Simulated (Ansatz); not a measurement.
# Ba2N: further runs on the relaxed cell

The task, for Ba2N: fit an equation of state.

Method: DFT r2SCAN, scalar-relativistic, plane waves, PAW, in Ansatz 0.2.0.

**1. Starting point**

It takes space group R-3m (No. 166, trigonal). The conventional cell has a = 4.012 Å, b = 4.012 Å, c = 22.964 Å, α = 90.00°, β = 90.00°, γ = 120.00°. Ba (site symmetry 3m) is surrounded by 3 N at 2.75 Å. Around N (site symmetry -3m) lie 6 Ba at 2.75 Å.

Coordinates:

```xyz
3
Lattice="2.0060 1.1582 7.6548 -2.0060 1.1582 7.6548 0.0000 -2.3163 7.6548" Properties=species:S:1:pos:R:3 pbc="T T T"
Ba    0.0000    0.0000    6.1666
Ba    0.0000    0.0000   16.7979
N     0.0000    0.0000    0.0000
```

This cell was relaxed beforehand with the same method: volume 35.57 Å³/atom, gap on the mesh none (metal).

**2. Point at V/V0 = 0.97**

The input, input.yaml:

```yaml
crystal:
  lattice:
    - [1.9857280962, 1.1464606509, 7.5775061694]
    - [-1.9857280962, 1.1464606509, 7.5775061694]
    - [0.0, -2.2929213018, 7.5775061694]
  atoms:
    - { symbol: Ba, position: [0.2685276096, 0.2685276096, 0.2685276096] }
    - { symbol: Ba, position: [0.7314723904, 0.7314723904, 0.7314723904] }
    - { symbol: "N", position: [0.0, 0.0, 0.0] }
basis:
  ecutwfc: 500
kpoints:
  mp_grid: { grid: [12, 12, 12] }
hamiltonian:
  xc: r2scan
scf:
  occupations: { method: gaussian, width: 0.1 }
output:
  forces: true
  stress: true
  eigenvalues: true
relax:
  adjacent_minimum: "off"
  f_tol: 0.01
  max_steps: 30
  cell: { stress_tol: 0.1, fix: [volume] }
```

On the command line:

```console
$ ansatz run input.yaml --threads 2 --pin off --max-ram 5120MiB --backend cpu --events-out ev --progress --plain --runs-dir out
```

**3. Point at V/V0 = 1.03**

input.yaml, as its differences from that of step 2:

```diff
@@ -2,5 +2,5 @@
   lattice:
-    - [1.9857280962, 1.1464606509, 7.5775061694]
-    - [-1.9857280962, 1.1464606509, 7.5775061694]
-    - [0.0, -2.2929213018, 7.5775061694]
+    - [2.0258546264, 1.1696277139, 7.7306283568]
+    - [-2.0258546264, 1.1696277139, 7.7306283568]
+    - [0.0, -2.3392554277, 7.7306283568]
   atoms:
```

**4. The cell scaled to 0.94 of its volume**

The input, input.yaml:

```yaml
crystal:
  lattice:
    - [1.9680371173, 1.1362467594, 7.4757610154]
    - [-1.9680371173, 1.1362467594, 7.4757610154]
    - [0.0, -2.2724935189, 7.4757610154]
  atoms:
    - { symbol: Ba, position: [0.267578464, 0.267578464, 0.267578464] }
    - { symbol: Ba, position: [0.732421536, 0.732421536, 0.732421536] }
    - { symbol: "N", position: [0.0, 0.0, 0.0] }
basis:
  ecutwfc: 500
kpoints:
  mp_grid: { grid: [12, 12, 12] }
hamiltonian:
  xc: r2scan
scf:
  occupations: { method: gaussian, width: 0.1 }
output:
  forces: true
  stress: true
  eigenvalues: true
relax:
  adjacent_minimum: "off"
  f_tol: 0.01
  max_steps: 30
  cell: { stress_tol: 0.1, fix: [volume] }
```

**5. The cell scaled to 1.06 of its volume**

The input, input.yaml:

```yaml
crystal:
  lattice:
    - [2.0412863654, 1.1785372326, 7.8359583973]
    - [-2.0412863654, 1.1785372326, 7.8359583973]
    - [0.0, -2.3570744651, 7.8359583973]
  atoms:
    - { symbol: Ba, position: [0.269489288, 0.269489288, 0.269489288] }
    - { symbol: Ba, position: [0.730510712, 0.730510712, 0.730510712] }
    - { symbol: "N", position: [0.0, 0.0, 0.0] }
basis:
  ecutwfc: 500
kpoints:
  mp_grid: { grid: [12, 12, 12] }
hamiltonian:
  xc: r2scan
scf:
  occupations: { method: gaussian, width: 0.1 }
output:
  forces: true
  stress: true
  eigenvalues: true
relax:
  adjacent_minimum: "off"
  f_tol: 0.01
  max_steps: 30
  cell: { stress_tol: 0.1, fix: [volume] }
```

(Steps that only read results are left out.)

Q: Predict the outcome of this session. Wanted: equilibrium volume of the fit; bulk modulus.

**Answer**, as computed:

| quantity | value |
| --- | --- |
| equilibrium volume of the fit | 35.56 Å³/atom |
| bulk modulus | 20 GPa |
| its pressure derivative | 3.7 |

**Reading.** The fit puts the minimum at 35.56 Å³/atom with B = 20 GPa and B' = 3.7. The final runs have no spin polarisation, so no magnetic state was tried and one may lie lower.
